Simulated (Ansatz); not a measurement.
# ClH3Sn: the cost of one run

Program: Ansatz 0.2.0, Gaussian basis. Level of theory: PBE0-D4/def2-TZVP structures, single points in def2-TZVPP, no counterpoise correction. These are calculated values, not measurements.

Levels: SPW92, PBE-D4, BLYP-D4, r2SCAN-D4, B97M-V, PBE0-D4, B3LYP-D4, r2SCAN0-D4, BHLYP-D4, CAM-B3LYP-D4, wB97X-V, wB97M-V, B2PLYP, PBE-QIDH, RPA on PBE, Hartree-Fock, MP2, CCSD, CCSD(T).

Correlated methods freeze the cores. Filled d shells of the heavier atoms are correlated. Core potentials replace the inner electrons past krypton, and spin-orbit coupling is left out. B3LYP uses VWN-RPA correlation. B2PLYP carries no dispersion term here.

88 further runs of the same task are left out: 88 set aside as unsound or not needed.

### 1 The system as given

The complex: 10 atoms, charge 0, spin multiplicity 1.

Atoms are counted from 1 here; the program's logs count them from 0.

Bond lengths: Sn1–H3 1.700 Å, Sn1–H4 1.700 Å, Sn1–H5 1.701 Å, Sn1–Cl7 2.333 Å, Si2–H6 1.484 Å, Si2–H8 1.485 Å, Si2–H9 1.486 Å, Si2–H10 1.486 Å. Angles: H3–Sn1–H4 112.8°, H3–Sn1–H5 112.5°, H3–Sn1–Cl7 106.1°, H4–Sn1–H5 112.5°, H4–Sn1–Cl7 106.1°, H5–Sn1–Cl7 106.1°, H6–Si2–H8 109.9°, H6–Si2–H9 109.6°, H6–Si2–H10 109.6°, H8–Si2–H9 109.3°, H8–Si2–H10 109.3°, H9–Si2–H10 109.1°.

Coordinates:

```tsv
atom	x (Å)	y (Å)	z (Å)
Sn1	-0.9474	1.9673	-0.6802
Si2	0.8064	-2.0099	0.5772
H3	-0.6504	2.6481	-2.2091
H4	-2.3165	2.6278	0.0807
H5	-0.9802	0.2675	-0.7190
H6	1.3612	-0.7074	1.0205
Cl7	0.8766	2.5502	0.6521
H8	1.6046	-3.1220	1.1530
H9	0.8489	-2.0907	-0.9056
H10	-0.6034	-2.1310	1.0303
```

Its parts: SnH3Cl holds atoms 1, 3, 4, 5, 7; SiH4 holds atoms 2, 6, 8, 9, 10. Each part counts its atoms afresh in its own runs.

### 2 Relaxing SnH3Cl alone

relax-a/in.yaml

```yaml
crystal:
  periodic: [false, false, false]
  atoms:
    - {symbol: Sn, position_ang: [-0.947449, 1.967289, -0.680185]}
    - {symbol: H, position_ang: [-0.650372, 2.648069, -2.209106]}
    - {symbol: H, position_ang: [-2.316452, 2.627777, 0.080671]}
    - {symbol: H, position_ang: [-0.980153, 0.267508, -0.719007]}
    - {symbol: Cl, position_ang: [0.876626, 2.550172, 0.652066]}
basis:
  gaussian: {orbitals: def2-TZVP}
hamiltonian: {xc: pbe0, dispersion: d4}
relax: {f_tol: 0.005, max_steps: 200}
```

Command:

```
ansatz run in.yaml --threads 4 --pin off --events-out ev --progress --plain --max-ram 9574MiB
```

**Question.** How long does this run take on 4 threads of Arm Neoverse V2, shared host?

About 2.5 s.
